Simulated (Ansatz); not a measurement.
# C2H6SZn: vertical ionisation energy

An exercise on one series of results from a longer session: the logs are not shown, and one member is left open.

Program: Ansatz 0.2.0, Gaussian basis. Level of theory: unrestricted cation, the program's frozen cores in correlated methods. These are calculated values, not measurements.

Levels to be run: UKS PBE-D4/def2-TZVPP; UKS r2SCAN-D4/def2-TZVPP; UKS PBE0-D4/def2-TZVPP; UKS B3LYP-D4/def2-TZVPP; UKS wB97X-V/def2-TZVPP; UKS wB97M-V/def2-TZVPP; UKS B2PLYP (frozen core with 3s3p of Cu, Zn)/def2-TZVPP; UHF-CCSD(T) with 3s3p of Cu, Zn/def2-TZVPP; UHF-MP2 with 3s3p of Cu, Zn/def2-QZVPP; extrapolation to the limit; then −ε(HOMO) from the neutral's earlier runs with LDA (SPW92), PBE-D4, revPBE-D4, BLYP-D4, r2SCAN-D4, B97M-V, PBE0-D4, B3LYP-D4, r2SCANh-D4, r2SCAN0-D4, HSE06-D4, BHLYP-D4, CAM-B3LYP-D4, LC-ωPBE, ωB97X-V, ωB97M-V.

### The geometry

All runs share one geometry, relaxed beforehand with PBE0-D4 in a triple-zeta def2 set.

SMILES `C[CH2][Zn][SH]`, 10 atoms, charge 0, spin multiplicity 1.

Atoms are counted from 1 here; the program's logs count them from 0.

Bond lengths: C1–C2 1.527 Å, C1–H5 1.093 Å, C1–H6 1.095 Å, C1–H7 1.093 Å, C2–Zn3 1.949 Å, C2–H8 1.095 Å, C2–H9 1.095 Å, Zn3–S4 2.180 Å, S4–H10 1.345 Å. Angles: C2–C1–H5 112.0°, C2–C1–H6 111.5°, C2–C1–H7 112.0°, H5–C1–H6 107.0°, H5–C1–H7 107.1°, H6–C1–H7 107.0°, C1–C2–Zn3 115.0°, C1–C2–H8 110.3°, C1–C2–H9 110.3°, Zn3–C2–H8 107.4°, Zn3–C2–H9 107.4°, H8–C2–H9 106.0°, C2–Zn3–S4 179.4°, Zn3–S4–H10 92.7°.

The first run:

Contents of in.yaml:

```yaml
crystal:
  periodic: [false, false, false]
  atoms:
    - {symbol: C, position_ang: [-1.195608, 0.761908, 0.376452]}
    - {symbol: C, position_ang: [-0.192648, -0.273701, 0.880600]}
    - {symbol: Zn, position_ang: [1.199448, -0.758463, -0.393735]}
    - {symbol: S, position_ang: [2.765037, -1.314972, -1.805046]}
    - {symbol: H, position_ang: [-1.731261, 0.415656, -0.511200]}
    - {symbol: H, position_ang: [-1.950394, 0.991458, 1.136027]}
    - {symbol: H, position_ang: [-0.712205, 1.705796, 0.111600]}
    - {symbol: H, position_ang: [0.304522, 0.087692, 1.786563]}
    - {symbol: H, position_ang: [-0.709150, -1.195509, 1.167083]}
    - {symbol: H, position_ang: [2.305360, -0.470966, -2.745643]}
basis:
  gaussian: {orbitals: def2-TZVPP}
total_charge: 1
magnetization: {spin_polarized: true, initial_magnetization: 1}
hamiltonian: {xc: pbe, dispersion: d4}
```

Started as:

```sh
$ ansatz run in.yaml --threads 2 --pin off --events-out ev --progress --plain --max-ram 32768MiB --backend cpu
```

Steps of the session up to this table: Cation, UKS PBE-D4/def2-TZVPP; Cation, UKS r2SCAN-D4/def2-TZVPP; Cation, UKS PBE0-D4/def2-TZVPP; Cation, UKS B3LYP-D4/def2-TZVPP; Cation, UKS wB97X-V/def2-TZVPP; Cation, UKS wB97M-V/def2-TZVPP; Cation, UKS B2PLYP (frozen core with 3s3p of Cu, Zn)/def2-TZVPP; Cation, UHF-CCSD(T) with 3s3p of Cu, Zn/def2-TZVPP; Cation, UHF-MP2 with 3s3p of Cu, Zn/def2-QZVPP.

One table of the session follows, with a row left open; its other results are not shown here.

It belongs to the step «Ionisation energies side by side». For comparison, −ε(HOMO) of the neutral from earlier runs:

| functional | −ε(HOMO) (eV) |
| --- | --- |
| LDA (SPW92) | 6.03 |
| PBE-D4 | 5.89 |
| revPBE-D4 | 5.83 |
| BLYP-D4 | 5.71 |
| r2SCAN-D4 | 6.16 |
| B97M-V | 6.20 |
| PBE0-D4 | 7.08 |
| B3LYP-D4 | ? |
| r2SCANh-D4 | 6.60 |
| r2SCAN0-D4 | 7.26 |
| HSE06-D4 | 6.68 |
| BHLYP-D4 | 8.11 |
| CAM-B3LYP-D4 | 8.40 |
| LC-ωPBE | 9.82 |
| ωB97X-V | 9.45 |
| ωB97M-V | 9.29 |

Estimate the missing values for B3LYP-D4.

Worked estimate for «−ε(HOMO) (eV)». Against the share of exact exchange, BLYP-D4 (0, 5.71), BHLYP-D4 (0.5, 8.11) give a slope of 4.80 per unit share; at 0.2 the line stands at 6.67.

**Answer.** −ε(HOMO) (eV): 6.82. In «−ε(HOMO) (eV)» the line misses by -0.15.
